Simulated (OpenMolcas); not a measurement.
**CH3BO2 (SMILES BC(=O)O): revTPSS/3-21G (C-PCM methanol)**

What is the vertical ionisation energy of CH3BO2 at revTPSS/3-21G (C-PCM methanol)? 

Program for the calculation: OpenMolcas 26.06.

10 further runs of the same task are left out: 10 set aside as unsound or not needed.

## 1. The system as given

The species is CH3BO2 (7 atoms), meant as a singlet with charge 0. SMILES: `BC(=O)O`. The shape is that of a GFN2-xTB optimisation. This is one conformer, not always the lowest.

Bond lengths: B1–C2 1.578 Å, C2–O3 1.211 Å, C2–O4 1.343 Å, B1–H5 1.163 Å, B1–H6 1.164 Å, O4–H7 0.973 Å. Angles: B1–C2–O3 121.5°, B1–C2–O4 117.3°, O3–C2–O4 121.2°, C2–B1–H5 118.8°, C2–B1–H6 118.9°, C2–O4–H7 110.3°, H5–B1–H6 122.1°.

## 2. The energy at revTPSS/3-21G (C-PCM methanol)

test.input

```
&GATEWAY
 XBAS
 B.3-21G
 C.3-21G
 O.3-21G
 H.3-21G
 End of Basis
 ZMAT
 B1
 C2 1 1.577641
 O3 2 1.210906 1 121.54945
 O4 2 1.342761 3 121.19267 1 -179.79662
 H5 1 1.163045 2 118.81608 3 -88.02046
 H6 1 1.163552 5 122.05776 2 -174.70401
 H7 4 0.973466 2 110.25998 3 -0.21047
 End of ZMAT
 RF-Input
 PCM-Model
 Solvent=methanol
 Conductor
 End of RF-Input

&SEWARD

&SCF
 KSDFT = 2
 1.0 MGGA_X_REVTPSS
 1.0 MGGA_C_REVTPSS
 PrOrbitals = 1 2
```

Run with:

```bash
$ export MOLCAS_MEM=1860
$ pymolcas test.input > test.log
```

Standard output:

```text
--- Start Module: gateway ---
[...]
--- Stop Module: gateway /rc=_RC_ALL_IS_WELL_ ---
--- Start Module: seward ---
[...]
      Basis functions           42
--- Stop Module: seward /rc=_RC_ALL_IS_WELL_ ---
--- Start Module: scf ---
[...]
       Convergence after  15 Iterations
[...]
::    Total KS-DFT energy                            -213.9555879119
[...]
      Total spin, S                                     0.0000000000
[...]
      Total electronic charge=   30.000000
      Total            charge=   -0.000000
[...]
      Dipole Moment (debye):
      Origin of the operator (angstrom)=   -0.0617    0.0012    1.5756
                   X= -1.4418E+00               Y= -3.5767E-03               Z=  4.0603E-01           Total=  1.4978E+00
      Quadrupole Moment (debye*angstrom):
[...]
--- Stop Module: scf /rc=_RC_ALL_IS_WELL_ ---
[...]
```

It took 5.7 s on 1 thread of Arm Neoverse V2, shared host; peak memory 0.37 GiB.

## 3. The doublet cation, same level

test.input

```
&GATEWAY
  XBAS
  B.3-21G
  C.3-21G
  O.3-21G
  H.3-21G
  End of Basis
  ZMAT
  B1
  C2 1 1.577641
  O3 2 1.210906 1 121.54945
  O4 2 1.342761 3 121.19267 1 -179.79662
  H5 1 1.163045 2 118.81608 3 -88.02046
  H6 1 1.163552 5 122.05776 2 -174.70401
  H7 4 0.973466 2 110.25998 3 -0.21047
  End of ZMAT
  RF-Input
  PCM-Model
  Solvent=methanol
  Conductor
  End of RF-Input

&SEWARD

&SCF
  UHF
  Charge = 1
  Spin = 2
  KSDFT = 2
  1.0 MGGA_X_REVTPSS
  1.0 MGGA_C_REVTPSS
  PrOrbitals = 1 2
```

Run with:

```bash
$ export MOLCAS_MEM=1860
$ pymolcas test.input > test.log
```

Standard output:

```text
--- Start Module: gateway ---
[...]
--- Stop Module: gateway /rc=_RC_ALL_IS_WELL_ ---
--- Start Module: seward ---
[...]
      Basis functions           42
--- Stop Module: seward /rc=_RC_ALL_IS_WELL_ ---
--- Start Module: scf ---
[...]
       Convergence after  21 Iterations
[...]
::    Total KS-DFT energy                            -213.6865881209
[...]
      Total spin, S                                     0.5016428108
[...]
      Total electronic charge=   29.000000
      Total            charge=    1.000000
[...]
      Dipole Moment (debye):
      Origin of the operator (angstrom)=   -0.0617    0.0012    1.5756
                   X= -5.1389E-01               Y= -2.7507E-03               Z= -7.0184E-02           Total=  5.1867E-01
      Center of Charge (angstrom)
[...]
--- Stop Module: scf /rc=_RC_ALL_IS_WELL_ ---
[...]
```

It took 9.6 s on 1 thread of Arm Neoverse V2, shared host; peak memory 0.38 GiB.

## 4. Summary of results

Level: revTPSS/3-21G (C-PCM methanol).

```
                                          quantity          value
                      singlet CH3BO2: total energy  -213.95559 Eh
                     singlet CH3BO2: dipole moment         1.50 D
                       singlet CH3BO2: HOMO energy       -5.96 eV
                       singlet CH3BO2: LUMO energy       -2.27 eV
                     singlet CH3BO2: HOMO–LUMO gap        3.69 eV
                      doublet cation: total energy  -213.68659 Eh
doublet cation: HOMO energy (highest over α and β)      -10.15 eV
 doublet cation: LUMO energy (lowest over α and β)       -8.66 eV
                              doublet cation: ⟨S²⟩          0.753
vertical ionisation energy (to the doublet cation)       7.320 eV
```

What this shows: This program's gradients are faulty for this kind of reference, so any forces in the log (doublet cation) can't be trusted; the energy can. Removing an electron at fixed nuclei costs 7.32 eV (706 kJ/mol). The continuum is in equilibrium with both charges, so this lies below a true vertical value in solution, where the slow polarisation stays frozen. −ε(HOMO) before ionisation, 5.96 eV, is 1.36 eV below this ionisation energy.
